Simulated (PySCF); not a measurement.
**Dy(OH)2: other functionals and bases at one geometry**

An exercise on one series of results from a longer session: the logs are not shown, and one member is left open.

Computed with PySCF 2.14.0. Level: several levels, as the steps say, no spin–orbit coupling.

1 further run of the same task is left out (for a known fault of the program).

## The starting structure

5 atoms, charge 0, spin multiplicity 1.

Bond lengths: Dy1–O2 2.143 Å, Dy1–O4 2.143 Å, O2–H3 0.958 Å, O4–H5 0.958 Å. Angles: O2–Dy1–O4 140.0°, Dy1–O2–H3 169.7°, Dy1–O4–H5 169.7°.

Geometry (Å):

```
Dy    0.00000    0.00000   -0.16823
O     2.01305   -0.04013    0.56484
H     2.83977   -0.05658    1.04890
O    -2.01305    0.04013    0.56484
H    -2.83977    0.05658    1.04890
```

Formal oxidation states: Dy +2. Each metal's 10 4f electrons lie in its core potential, so multiplicities, spins and levels count the valence alone. An earlier session relaxed this geometry at PBE0, Dy lcecp-0-SVP with ECP56, O def2-SVP, H def2-SVP (singlet, point group C2v).

At PBE0 on the finer grid: E = -182.375594 Eh, frontier levels not given, since the 4f levels lie in the core, Mulliken charge on Dy1 +0.87 e, largest force component 0.002 eV/Å. 

Levels to run: TPSS; B3LYP; PBE0, TZVP. Hardware: 2 threads of Arm Neoverse V1, shared host.

The first run:

File run.py (the lines that set the calculation):

```python
mol = gto.M(atom='''
Dy     0.00000     0.00000    -0.16823
O      2.01305    -0.04013     0.56484
H      2.83977    -0.05658     1.04890
O     -2.01305     0.04013     0.56484
H     -2.83977     0.05658     1.04890''',
    basis={'Dy': 'lcecp-0-SVP', 'O': 'def2-SVP', 'H': 'def2-SVP'},
    ecp={'Dy': 'lcecp-0-SVP'},
    charge=0, spin=0)
mf = dft.RKS(mol, xc='TPSS')
mf.grids.atom_grid = (75, 302)  # f atoms: unpruned, at least (60, 302)
mf = mf.density_fit()  # fitting sets: Dy AutoAux, O def2-universal-JKFIT, H def2-universal-JKFIT
mf.conv_tol = 1e-08; mf.max_cycle = 55
mf.kernel(dm0)  # dm0: the density of the relaxed state
```

On the command line:

```sh
$ OMP_NUM_THREADS=2 python run.py
```

Steps of the session up to this table: TPSS; B3LYP; PBE0, TZVP.

One of the session's tables, all rows but one given; the rest of the session is left out.

```
              level  charge on Dy1 (e)  dipole (D)  largest force component (eV/Å)
PBE0 (relaxed here)               0.87        2.91                            0.00
               TPSS               0.78        2.79                            0.48
              B3LYP               0.82        2.86                            0.17
         PBE0, TZVP                  ?           ?                               ?
```

**Question.** Estimate the row for PBE0, TZVP.

As computed: charge on Dy1 (e): 1.25; dipole (D): 3.14; largest force component (eV/Å): 0.24. In the column «charge on Dy1 (e)» it is the highest.

The largest leftover force, 0.48 eV/Å with TPSS, stands at a geometry relaxed at another level. With 4f in the core, its levels are missing from HOMO and gap, and its count is fixed, so no charge can pass from the ligands into it. Total energies of different levels can't be compared.
